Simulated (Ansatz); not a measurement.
# VWC2 (R-3m) in Ansatz: equation of state

Aim: energy against volume of VWC2 in PBE, for its equilibrium volume and stiffness.

Program: Ansatz 0.2.0. These are calculated values, not measurements. Logs are shortened: lines on timing, memory, paths and dates and some standing lists are left out, and cuts for length are marked.

### Step 1. The structure

The structure is trigonal, space group R-3m (No. 166). The conventional cell has a = 3.034 Å, b = 3.034 Å, c = 14.802 Å, α = 90.00°, β = 90.00°, γ = 120.00°. W (site symmetry -3m) is surrounded by 6 C at 2.17 Å. V (site symmetry -3m) is surrounded by 6 C at 2.11 Å. C (site symmetry 3m) is surrounded by 3 V at 2.11 Å and 3 W at 2.17 Å.

The cell comes from a database or a generator and needn't be the stable form of this composition.

### Step 2. Single point, PBE, collinear spin, ferromagnetic start, 9.24 Å³/atom (volume scaled by 0.94)

The input, input.yaml:

```yaml
crystal:
  lattice:
    - [1.4860724039, 0.8579843024, 4.8331732337]
    - [-1.4860724039, 0.8579843024, 4.8331732337]
    - [0.0, -1.7159686048, 4.8331732337]
  atoms:
    - { symbol: W, position: [0.0, 0.0, 0.0] }
    - { symbol: V, position: [0.5, 0.5, 0.5], spin: 2.0 }
    - { symbol: C, position: [0.246494, 0.246494, 0.246494] }
    - { symbol: C, position: [0.753506, 0.753506, 0.753506] }
hamiltonian:
  xc: pbe
  pseudopotentials: { kind: paw }
magnetization:
  spin_polarized: true
kpoints:
  mp_grid: { grid: [10, 10, 10] }
scf:
  occupations: { method: fermi_dirac, width: 0.05 }
output:
  forces: true
  stress: true
  eigenvalues: true
```

Potentials or basis: Ansatz PAW.

Started as:

```console
ansatz run input.yaml --threads 2 --pin off --max-ram 5120MiB --backend cpu --events-out ev --progress --plain --runs-dir out
```

The log of the run:

```text
Warning: RAYON_NUM_THREADS=2 ignored (pool sized by the plan → 2); use --threads N
basis.fft_grid_basis auto: the FFT boxes are laid along the combinations [[1, 0, -1], [0, 1, -1], [0, 0, 1]] of the cell's own vectors, 2.972, 2.972 and 5.129 Å long. The dense box has 20×20×36 points. Along the cell's own vectors, as sized, it would have 36×36×36, 3.24 times as many. Of the 12 symmetry operations that the crystal satisfies within crystal.symmetry.tolerance (time reversal apart; of a slab, those that keep its plane) the dense box along the cell's own vectors carries 12, and the one as laid loses 8 of those. basis.fft_grid_basis: typed keeps the cell's own vectors: state it where this run's energies or levels are differenced outside the engine with another run's, or held beside a run that keeps those vectors.
Engine: ansatz 0.2.0, x86_64-unknown-linux-gnu
Pseudopotentials: kind: paw
Pseudopotential: W, paw, valence charge 14, recommended cutoff 420 eV (normal), W.paw.azcp
Pseudopotential: V, paw, valence charge 13, recommended cutoff 420 eV (normal), V.paw.azcp
Pseudopotential: C, paw, valence charge 4, recommended cutoff 420 eV (normal), C.paw.azcp
Functional definition: PBE
  parameter kappa = 0.804
  parameter beta = 0.06672455060314922
  exchange = pbe_x(kappa = kappa, mu = beta*pi^2/3)
  correlation = pbe_c(beta = beta)
Crystal: 4 atoms, lattice volume = 36.975 Å³
Basis set: ecut = 420 eV, 707 PW (Γ), FFT grids on a1−a3, a2−a3, a3, exchange–correlation on 40×40×72 points (8 copies of the dense FFT grid, shifted against one another)
Bands: 23, of which v1, the nominal top of the filled ones, is band 18 counted from 1 (17 counted from 0)
Symmetry: 12 space group operations
Space group: R-3m (ITA 166), of the structure as read, at distance tolerance 3.3e-5 Å
Magnetic group: BNS 166.97 (UNI 1327), of the structure as read, at distance tolerance 3.3e-5 Å
k-points: 116 of 1000
Non-local potential: W, projectors of the file, l = 0: 3, l = 1: 2, l = 2: 2, l = 3: 1
Non-local potential: V, projectors of the file, l = 0: 3, l = 1: 2, l = 2: 3, l = 3: 1
Non-local potential: C, projectors of the file, l = 0: 2, l = 1: 2, l = 2: 1
PAW form: soft (Blöchl's): semilocal exchange-correlation on the pseudo side does not see the compensation charge
PAW one-centre angular grid: W, 590 points (default); XC on 64 Gauss nodes
PAW one-centre angular grid: V, 590 points (default); XC on 64 Gauss nodes
PAW one-centre angular grid: C, 110 points (default); XC on 64 Gauss nodes
Initial density: superposition of atomic densities (chi_scale 0.1, normalization cell, long waves kept (reshape's long-wave potential 0.00 eV rms))
Starting moments: Σ|m| = 2 μB on 1 of 4 sites
Initial wavefunctions: pseudopotential atomic-orbital guess
Functional: x = pbe(κ = 0.804, μ = 0.2195149727645171), c = pbe(β = 0.06672455060314922)
SCF iter   1: F=—  HF=-13805.627572 eV  |F-HF|=—  |Δ(HF+E_count)|=         —  Δρ=1.36e-1 (↑1.36e-1 ↓1.16e-1)  dr2=2.56e1  dr2_m=2.02e0  M=0.210 μB ∫|m|=0.313 μB  β_m=0.30  ethr=3.10e-3  ⟨swp⟩=5.8  Hψ=23955  notcnv=0
Mixer restart at iter 1: flushing history
preconditioner: auto → Kerker (q_TF=auto, 2.703 Å⁻¹)  [metal: Δε(μ)=0.016 eV  Ē_g=9.618 eV  σ=0.050 eV  W_gap=0.08  n_scr=16 (ndim 8)  ℏωp=26.6 eV  f_vac=0.000  D(μ)=1.66/eV (n_scr^D=16)]
spin=Collinear: Kerker preconditioning applied to the charge; magnetization (m = ρ↑ − ρ↓) channel mixes plain (no charge-response kernel on spin).
SCF iter   2: F=—  HF=-13800.974493 eV  |F-HF|=—  |Δ(HF+E_count)|=    4.65e0  Δρ=7.85e-2 (↑7.85e-2 ↓7.55e-2)  dr2=9.49e0  dr2_m=9.88e-1  M=0.216 μB ∫|m|=0.305 μB  β_m=0.51  ethr=3.10e-3  ⟨swp⟩=2.6  Hψ=10822  notcnv=0  defer=17
SCF iter   3: F=—  HF=-13799.449519 eV  |F-HF|=—  |Δ(HF+E_count)|=    1.52e0  Δρ=2.63e-2 (↑1.68e-2 ↓2.63e-2)  dr2=6.06e-1  dr2_m=7.85e-2  M=0.148 μB ∫|m|=0.214 μB  β_m=0.75  ethr=3.10e-3  ⟨swp⟩=4.0  Hψ=15961  notcnv=0  defer=9
SCF iter   4: F=—  HF=-13799.464411 eV  |F-HF|=—  |Δ(HF+E_count)|=   1.49e-2  Δρ=8.78e-3 (↑8.08e-3 ↓8.78e-3)  dr2=2.44e-1  dr2_m=7.41e-3  M=0.062 μB ∫|m|=0.096 μB  β_m=0.75  ethr=1.73e-3  ⟨swp⟩=2.5  Hψ=9246  notcnv=0
SCF iter   5: F=—  HF=-13799.401800 eV  |F-HF|=—  |Δ(HF+E_count)|=   6.26e-2  Δρ=5.67e-3 (↑5.67e-3 ↓4.00e-3)  dr2=3.19e-2  dr2_m=3.26e-4  M=0.017 μB ∫|m|=0.033 μB  β_m=0.88  ethr=6.97e-4  ⟨swp⟩=2.2  Hψ=8271  notcnv=0
SCF iter   6: F=—  HF=-13799.428970 eV  |F-HF|=—  |Δ(HF+E_count)|=   2.72e-2  Δρ=2.47e-3 (↑2.47e-3 ↓1.73e-3)  dr2=1.15e-2  dr2_m=1.77e-4  M=0.012 μB ∫|m|=0.020 μB  β_m=0.94  ethr=9.11e-5  ⟨swp⟩=2.1  Hψ=9736  notcnv=0
SCF iter   7: F=—  HF=-13799.428552 eV  |F-HF|=—  |Δ(HF+E_count)|=   4.18e-4  Δρ=1.42e-3 (↑1.42e-3 ↓5.42e-4)  dr2=1.71e-3  dr2_m=8.42e-5  M=0.008 μB ∫|m|=0.013 μB  β_m=0.97  ethr=3.30e-5  ⟨swp⟩=2.1  Hψ=7946  notcnv=0
SCF iter   8: F=—  HF=-13799.428525 eV  |F-HF|=—  |Δ(HF+E_count)|=   2.68e-5  Δρ=4.74e-4 (↑1.08e-4 ↓4.74e-4)  dr2=1.00e-4  dr2_m=1.69e-5  M=0.003 μB ∫|m|=0.005 μB  β_m=0.98  ethr=4.90e-6  ⟨swp⟩=2.2  Hψ=8578  notcnv=0
SCF iter   9: F=—  HF=-13799.428527 eV  |F-HF|=—  |Δ(HF+E_count)|=   2.53e-6  Δρ=1.51e-4 (↑1.51e-4 ↓8.09e-5)  dr2=3.77e-5  dr2_m=6.09e-7  M=0.001 μB ∫|m|=0.001 μB  β_m=0.99  ethr=2.86e-7  ⟨swp⟩=2.0  Hψ=8182  notcnv=0
SCF iter  10: F=—  HF=-13799.428534 eV  |F-HF|=—  |Δ(HF+E_count)|=   6.66e-6  Δρ=6.89e-5 (↑6.89e-5 ↓2.14e-5)  dr2=4.50e-6  dr2_m=3.35e-7  M=0.000 μB ∫|m|=0.001 μB  β_m=1.00  ethr=1.08e-7  ⟨swp⟩=1.8  Hψ=5760  notcnv=0
SCF iter  11: F=—  HF=-13799.428534 eV  |F-HF|=—  |Δ(HF+E_count)|=   1.49e-7  Δρ=4.86e-6 (↑4.86e-6 ↓2.93e-6)  dr2=5.49e-8  dr2_m=8.72e-10  M=0.000 μB ∫|m|=0.000 μB  β_m=1.00  ethr=1.29e-8  ⟨swp⟩=1.9  Hψ=6373  notcnv=0
SCF iter  12: F=—  HF=-13799.428534 eV  |F-HF|=—  |Δ(HF+E_count)|=   2.33e-9  Δρ=1.92e-6 (↑1.92e-6 ↓8.94e-7)  dr2=5.15e-9  dr2_m=1.62e-10  M=0.000 μB ∫|m|=0.000 μB  β_m=1.00  ethr=1.57e-10  ⟨swp⟩=2.1  Hψ=6790  notcnv=0
SCF iter  13: F=-13799.428534 eV  HF=-13799.428534 eV  |F-HF|=2.45e-9  |Δ(HF+E_count)|=  2.22e-10  Δρ=1.02e-6 (↑1.02e-6 ↓9.28e-7)  dr2=2.57e-9  dr2_m=1.26e-12  M=0.000 μB ∫|m|=0.000 μB  ethr=1.47e-11  ⟨swp⟩=1.6  Hψ=13376  notcnv=0
SCF 1 converged in 13 iterations: F = -13799.428534 eV  dr2 = 2.57e-9
WARN: the starting moments were not kept: the SCF closed with an absolute magnetisation of 3.3e-6 μB, where they sum to 2 μB in size (1 site). That is at most 0.1 of that sum. Measured as dr2_m measures the in/out step, that magnetisation stands 6.0e-12 eV from none, at or under the dr2_threshold of 1.0e-7 eV: it is no larger than a step whose dr2_m would equal this threshold. The system may hold no moment; this SCF shows only that its start led to no more than that. To try another start: raise the starting moments (crystal.atoms[].spin, magnetization.per_species, magnetization.initial_magnetization, or on a non-collinear deck that types none of these the spinor_matrix: blocks that start its atoms; where the total moment is fixed, keep their sum and leave initial_magnetization as it is; typed ones take the place of any that the run laid by itself, positive ones on a crystal's lanthanoids without a Hubbard term where scf.initial_density.shell_occupations: [] is typed) or, if the notice of its spin-set hold's release reads "site moments contracting" or "site moments show no strong build", lengthen the hold (scf.mixing.spin_hold: { on: { confirm: 4 } }; for m-r²SCAN on two components see the key's manual first). Each may lead to a state that holds a moment. A second SCF, from the converged charge density, with the starting moments and any scf.initial_density.shell_occupations laid on it anew, would have followed, and was not run: the deck does not ask for one (magnetization.retry_lost_moments is false, the default). To let it run, set magnetization.retry_lost_moments: true and run the deck again, where that key's refused combinations let it; where memory then withholds it, that run's warning says so.
SCF converged after 13 iterations
Magnetization: 0.0000 μB (17.5000 up, 17.5000 down)
Absolute magnetization: 0.0000 μB (∫|ρ↑−ρ↓|, with the PAW one-centre terms)
Spin contamination: 0.0000 ħ² per cell (⟨S²⟩ above its minimum at these occupations)
Per-site moments (μB) at R_I (Å): [(1.8923944367136957e-7, 0.8779520715628807), (2.1226439183732612e-6, 0.853810956157543), (-1.61061082440263e-7, 0.8538109561575434), (-1.6106108245160686e-7, 0.853810956157543)]
Free energy (F): -13799.428534 eV
Harris-Foulkes:  -13799.428534 eV  (|F-HF|=2.45e-9)
Internal energy: -13799.409580 eV  (E = F + TS)
E sigma→0 (E₀):  -13799.419057 eV
Entropy (-TS):   -0.018954 eV (-4.738 meV/atom)
Fermi energy:    20.977791 eV
--- Per-component energies (eV) ---
  E_band       = -134.519640
  E_kinetic    = 977.157852
  E_local      = -1520.281998  (includes V_loc(G=0)·N_el)
  E_nonlocal   = 5.687787
  E_hartree    = 634.035105
  E_xc         = -498.828723
  E_vxc        = -530.473172  (∫ρ·V_xc dr)
  E_paw        = -9872.689866  (= ΣΔE_a)
  E_vpaw       = -334.681603  (= ΣTr[D̂ρ^β])
  E_aug_tail   = 0.000203  (compensation charges beyond the density's cutoff)
  E_ewald      = -3524.489940
  E_smearing   = -0.018954  (= −TS)
  E_closure    = 0.000000  (closes the sum)
  Σ components = -13799.428534   (vs F -13799.428534, Δ=0.00e0)
--- Forces (eV/Å), atoms counted from 1 ---
  atom   1  W      0.00000000    -0.00000000     0.00000000
  atom   2  V      0.00000000     0.00000000     0.00000000
  atom   3  C     -0.00000000    -0.00000000    -0.21087159
  atom   4  C      0.00000000     0.00000000     0.21087159
  max |Σ_I F_I| component: 2.78e-17 eV/Å
--- Stress (GPa, compression-positive) ---
       21.592164       0.000000       0.000000
        0.000000      21.592164      -0.000000
        0.000000      -0.000000      20.536527
  P = ⅓ Tr σ = 21.2403 GPa (212.403 kbar)
--- Band table (eV; the first three rows and the last of 232) ---
  k-point 0 ↑: bands = ["-54.0688", "-44.0927", "-18.6292", "-18.1236", "-18.1236", "-17.8793", "-17.8061", "-17.8061", "5.4599", "10.2096", "11.7908", "15.0124", "15.0124", "18.9770", "18.9770", "19.0612", "20.4974", "20.4974", "20.8308", "20.8308", "20.8848", "22.1724", "22.1724"]
  k-point 1 ↑: bands = ["-54.0644", "-44.0891", "-18.6069", "-18.1919", "-18.1388", "-17.8856", "-17.8370", "-17.8133", "5.7256", "9.9733", "12.1022", "15.1053", "15.1614", "18.2520", "18.5522", "18.6134", "19.1252", "20.1788", "21.3085", "21.7402", "21.9879", "22.2271", "23.0203"]
  k-point 2 ↑: bands = ["-54.0531", "-44.0794", "-18.5457", "-18.3682", "-18.1785", "-17.9164", "-17.9048", "-17.8320", "6.4540", "9.5267", "12.8206", "15.2147", "15.5250", "16.3760", "17.4986", "17.8738", "19.1929", "20.5842", "21.7370", "21.8479", "22.0982", "23.3235", "23.3282"]
  k-point 115 ↓: bands = ["-54.0687", "-44.0930", "-18.4716", "-18.1204", "-18.1204", "-18.0508", "-17.8096", "-17.8096", "6.6223", "7.6786", "15.0179", "15.9636", "15.9636", "16.0106", "17.0381", "17.0381", "20.3635", "20.3635", "20.5834", "20.5834", "21.6201", "22.3063", "25.2036"]
```

It took 7.3 s on 2 threads of AMD EPYC 7R43 (Zen 3), shared host; peak memory 0.52 GiB.

Results:

- Free energy: -13799.4285 eV
- Pressure: 21.2 GPa
- Largest force: 0.211 eV/Å
- Band gap on the k mesh: none (metal or under the smearing width)
- Net moment: 0.00 μB per cell
- Absolute moment: 0.00 μB per cell

Caveat: the pressure holds a Pulay correction of +0.4 GPa for the finite cutoff; the starting moments weren't kept.

### Step 3. Single point, PBE, collinear spin, ferromagnetic start, 9.44 Å³/atom (volume scaled by 0.96)

input.yaml, as its differences from that of step 2:

```diff
@@ -2,5 +2,5 @@
   lattice:
-    - [1.4860724039, 0.8579843024, 4.8331732337]
-    - [-1.4860724039, 0.8579843024, 4.8331732337]
-    - [0.0, -1.7159686048, 4.8331732337]
+    - [1.4965380473, 0.8640266445, 4.8672107864]
+    - [-1.4965380473, 0.8640266445, 4.8672107864]
+    - [0.0, -1.7280532889, 4.8672107864]
   atoms:
```

Potentials or basis: Ansatz PAW.

Started as:

```console
ansatz run input.yaml --threads 2 --pin off --max-ram 5120MiB --backend cpu --events-out ev --progress --plain --runs-dir out
```

Wall time 9 s (2 threads of AMD EPYC 7R43 (Zen 3), shared host); peak memory 0.5 GiB.

Results (log left out):

* Free energy: -13799.5114 eV
* Pressure: 12.7 GPa
* Largest force: 0.101 eV/Å
* Band gap on the k mesh: none (metal or under the smearing width)
* Net moment: 0.00 μB per cell
* Absolute moment: 0.00 μB per cell

Caveat: the pressure holds a Pulay correction of +0.4 GPa for the finite cutoff; the starting moments weren't kept.

### Step 4. Single point, PBE, collinear spin, ferromagnetic start, 9.64 Å³/atom (volume scaled by 0.98)

input.yaml, as its differences from that of step 3:

```diff
@@ -2,5 +2,5 @@
   lattice:
-    - [1.4965380473, 0.8640266445, 4.8672107864]
-    - [-1.4965380473, 0.8640266445, 4.8672107864]
-    - [0.0, -1.7280532889, 4.8672107864]
+    - [1.5068593255, 0.8699856372, 4.9007788181]
+    - [-1.5068593255, 0.8699856372, 4.9007788181]
+    - [0.0, -1.7399712744, 4.9007788181]
   atoms:
```

Started as:

```console
ansatz run input.yaml --threads 2 --pin off --max-ram 5120MiB --backend cpu --events-out ev --progress --plain --runs-dir out
```

Run time: 11 s. Hardware: 2 threads of AMD EPYC 7R43 (Zen 3), shared host; peak memory 0.49 GiB.

It converged, with:

* Free energy: -13799.5543 eV
* Pressure: 4.9 GPa
* Band gap on the k mesh: none (metal or under the smearing width)
* Net moment: 0.00 μB per cell
* Absolute moment: 0.00 μB per cell

Caveat: the pressure holds a Pulay correction of +0.4 GPa for the finite cutoff; the starting moments weren't kept.

### Step 5. Single point, PBE, collinear spin, ferromagnetic start, 9.83 Å³/atom

input.yaml, as its differences from that of step 4:

```diff
@@ -2,5 +2,5 @@
   lattice:
-    - [1.5068593255, 0.8699856372, 4.9007788181]
-    - [-1.5068593255, 0.8699856372, 4.9007788181]
-    - [0.0, -1.7399712744, 4.9007788181]
+    - [1.5170411163, 0.8758640969, 4.933893193]
+    - [-1.5170411163, 0.8758640969, 4.933893193]
+    - [0.0, -1.7517281937, 4.933893193]
   atoms:
```

Started as:

```console
ansatz run input.yaml --threads 2 --pin off --max-ram 5120MiB --backend cpu --events-out ev --progress --plain --runs-dir out
```

Run time: 12 s. Hardware: 2 threads of AMD EPYC 7R43 (Zen 3), shared host; peak memory 0.5 GiB.

It converged, with:

| Quantity | Value |
| --- | --- |
| Free energy | -13799.5612 eV |
| Pressure | -2.0 GPa |
| Largest force | 0.094 eV/Å |
| Band gap on the k mesh | none (metal or under the smearing width) |
| Net moment | 0.00 μB per cell |
| Absolute moment | 0.00 μB per cell |

Caveat: the pressure holds a Pulay correction of +0.4 GPa for the finite cutoff; the starting moments weren't kept.

### Step 6. Single point, PBE, collinear spin, ferromagnetic start, 10.03 Å³/atom (volume scaled by 1.02)

input.yaml, as its differences from that of step 5:

```diff
@@ -2,5 +2,5 @@
   lattice:
-    - [1.5170411163, 0.8758640969, 4.933893193]
-    - [-1.5170411163, 0.8758640969, 4.933893193]
-    - [0.0, -1.7517281937, 4.933893193]
+    - [1.527088039, 0.8816646904, 4.9665689346]
+    - [-1.527088039, 0.8816646904, 4.9665689346]
+    - [0.0, -1.7633293808, 4.9665689346]
   atoms:
```

Potentials or basis: Ansatz PAW.

Started as:

```console
ansatz run input.yaml --threads 2 --pin off --max-ram 5120MiB --backend cpu --events-out ev --progress --plain --runs-dir out
```

Wall time 11 s (2 threads of AMD EPYC 7R43 (Zen 3), shared host); peak memory 0.5 GiB.

The run converged. Its results:

```
Free energy            : -13799.5358 eV
Pressure               : -8.2 GPa
Largest force          : 0.181 eV/Å
Band gap on the k mesh : none (metal or under the smearing width)
Net moment             : 0.00 μB per cell
Absolute moment        : 0.00 μB per cell
```

Caveat: the pressure holds a Pulay correction of +0.3 GPa for the finite cutoff; the starting moments weren't kept.

### Step 7. Single point, PBE, collinear spin, ferromagnetic start, 10.23 Å³/atom (volume scaled by 1.04)

input.yaml, as its differences from that of step 6:

```diff
@@ -2,5 +2,5 @@
   lattice:
-    - [1.527088039, 0.8816646904, 4.9665689346]
-    - [-1.527088039, 0.8816646904, 4.9665689346]
-    - [0.0, -1.7633293808, 4.9665689346]
+    - [1.537004473, 0.8873899462, 4.9988202859]
+    - [-1.537004473, 0.8873899462, 4.9988202859]
+    - [0.0, -1.7747798924, 4.9988202859]
   atoms:
@@ -23 +23,5 @@
   eigenvalues: true
+  write_density: true
+  write_potential: true
+  elf: true
+  volumetric_format: npy
```

Started as:

```console
ansatz run input.yaml --threads 2 --pin off --max-ram 5120MiB --backend cpu --events-out ev --progress --plain --runs-dir out
```

It took 15 s on 2 threads of AMD EPYC 7R43 (Zen 3), shared host; peak memory 0.5 GiB.

The run converged. Its results:

* Free energy: -13799.4814 eV
* Pressure: -13.9 GPa
* Largest force: 0.260 eV/Å
* Band gap on the k mesh: none (metal or under the smearing width)
* Net moment: 0.00 μB per cell
* Absolute moment: 0.00 μB per cell

Caveat: the pressure holds a Pulay correction of +0.3 GPa for the finite cutoff; the starting moments weren't kept.

### Step 8. Single point, PBE, collinear spin, ferromagnetic start, 10.42 Å³/atom (volume scaled by 1.06)

input.yaml, as its differences from that of step 7:

```diff
@@ -2,5 +2,5 @@
   lattice:
-    - [1.537004473, 0.8873899462, 4.9988202859]
-    - [-1.537004473, 0.8873899462, 4.9988202859]
-    - [0.0, -1.7747798924, 4.9988202859]
+    - [1.5467945743, 0.8930422639, 5.030660764]
+    - [-1.5467945743, 0.8930422639, 5.030660764]
+    - [0.0, -1.7860845277, 5.030660764]
   atoms:
@@ -23,5 +23 @@
   eigenvalues: true
-  write_density: true
-  write_potential: true
-  elf: true
-  volumetric_format: npy
```

Started as:

```console
ansatz run input.yaml --threads 2 --pin off --max-ram 5120MiB --backend cpu --events-out ev --progress --plain --runs-dir out
```

Wall time 13 s (2 threads of AMD EPYC 7R43 (Zen 3), shared host); peak memory 0.52 GiB.

The run converged. Its results:

| Property | Result |
| --- | --- |
| Free energy | -13799.4007 eV |
| Pressure | -18.9 GPa |
| Largest force | 0.334 eV/Å |
| Band gap on the k mesh | none (metal or under the smearing width) |
| Net moment | 0.00 μB per cell |
| Absolute moment | 0.00 μB per cell |

Caveat: the pressure holds a Pulay correction of +0.3 GPa for the finite cutoff; the starting moments weren't kept.

### Step 9. Equation of state, PBE, collinear spin, ferromagnetic start

Potentials or basis: Ansatz PAW.

This step only gathers the single runs of the series.

What came out:

```
Equilibrium volume                        : 9.77 Å³/atom
Bulk modulus at fixed shape and positions : 337 GPa
Pressure derivative of the bulk modulus   : 4.3
```

Energy against volume, from the lowest point:
```csv
volume (Å³/atom),energy (meV/atom)
9.244,33.17
9.440,12.46
9.637,1.73
9.834,0.00
10.030,6.35
10.227,19.97
10.424,40.14
```

Caveat: the cell was scaled at fixed shape and fractional positions, which overstates the stiffness of a crystal with free parameters, most of all of layers and chains. Spin-orbit coupling is left out, which matters for the levels of W.
